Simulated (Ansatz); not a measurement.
# CH₃BF₂: taking an electron away

An exercise on one series of results from a longer session: the logs are not shown, and one member is left open.

Program: Ansatz 0.2.0, Gaussian basis. Level of theory: unrestricted cation, the program's frozen cores in correlated methods. These are calculated values, not measurements.

Levels to be run: UKS PBE-D4/def2-TZVPP; UKS r2SCAN-D4/def2-TZVPP; UKS PBE0-D4/def2-TZVPP; UKS B3LYP-D4/def2-TZVPP; UKS wB97X-V/def2-TZVPP; UKS wB97M-V/def2-TZVPP; UKS B2PLYP/def2-TZVPP; UHF-CCSD(T)/def2-TZVPP; UHF-MP2/def2-QZVPP; extrapolation to the limit; then −ε(HOMO) from the neutral's earlier runs with LDA (SPW92), PBE-D4, revPBE-D4, BLYP-D4, r2SCAN-D4, B97M-V, PBE0-D4, B3LYP-D4, r2SCANh-D4, r2SCAN0-D4, HSE06-D4, BHLYP-D4, CAM-B3LYP-D4, LC-ωPBE, ωB97X-V, ωB97M-V.

### The relaxed structure

All runs share one geometry, relaxed beforehand with PBE0-D4 in a triple-zeta def2 set.

SMILES `BC(F)F`, 7 atoms, charge 0, spin multiplicity 1.

Atoms are counted from 1 here; the program's logs count them from 0.

Bond lengths: B1–C2 1.576 Å, B1–H5 1.191 Å, B1–H6 1.191 Å, C2–F3 1.364 Å, C2–F4 1.364 Å, C2–H7 1.108 Å. Angles: C2–B1–H5 118.9°, C2–B1–H6 118.9°, H5–B1–H6 121.9°, B1–C2–F3 114.0°, B1–C2–F4 114.0°, B1–C2–H7 107.5°, F3–C2–F4 107.0°, F3–C2–H7 106.9°, F4–C2–H7 106.9°.

The first run:

Input file in.yaml:

```yaml
crystal:
  periodic: [false, false, false]
  atoms:
    - {symbol: B, position_ang: [-0.500967, 0.777922, -0.096591]}
    - {symbol: C, position_ang: [0.355868, -0.536788, 0.051122]}
    - {symbol: F, position_ang: [0.631909, -0.878343, 1.342946]}
    - {symbol: F, position_ang: [-0.201334, -1.632702, -0.540676]}
    - {symbol: H, position_ang: [-1.170119, 0.922786, -1.071200]}
    - {symbol: H, position_ang: [-0.381695, 1.638113, 0.718544]}
    - {symbol: H, position_ang: [1.327537, -0.359088, -0.449844]}
basis:
  gaussian: {orbitals: def2-TZVPP}
total_charge: 1
magnetization: {spin_polarized: true, initial_magnetization: 1}
hamiltonian: {xc: pbe, dispersion: d4}
```

On the command line:

```bash
> ansatz run in.yaml --threads 2 --pin off --events-out ev --progress --plain --max-ram 4352MiB
```

Steps of the session up to this table: Cation, UKS PBE-D4/def2-TZVPP; Cation, UKS r2SCAN-D4/def2-TZVPP; Cation, UKS PBE0-D4/def2-TZVPP; Cation, UKS B3LYP-D4/def2-TZVPP; Cation, UKS wB97X-V/def2-TZVPP; Cation, UKS wB97M-V/def2-TZVPP; Cation, UKS B2PLYP (frozen core)/def2-TZVPP; Cation, UHF-CCSD(T)/def2-TZVPP; Cation, UHF-MP2/def2-QZVPP.

One table of the session follows, with a row left open; its other results are not shown here.

Orbital estimates, from the neutral's runs:

```
  functional  −ε(HOMO) (eV)
 LDA (SPW92)           7.51
      PBE-D4              ?
   revPBE-D4           7.32
     BLYP-D4           7.34
   r2SCAN-D4           7.73
      B97M-V           7.90
     PBE0-D4           9.06
    B3LYP-D4           8.86
  r2SCANh-D4           8.36
  r2SCAN0-D4           9.30
    HSE06-D4           8.65
    BHLYP-D4          10.72
CAM-B3LYP-D4          10.60
     LC-ωPBE          11.89
     ωB97X-V          11.56
     ωB97M-V          11.46
```

**Question.** Estimate the row for PBE-D4.

As computed: −ε(HOMO) (eV): 7.38. In the column «−ε(HOMO) (eV)» it lies between BLYP-D4 (7.34) and LDA (SPW92) (7.51).
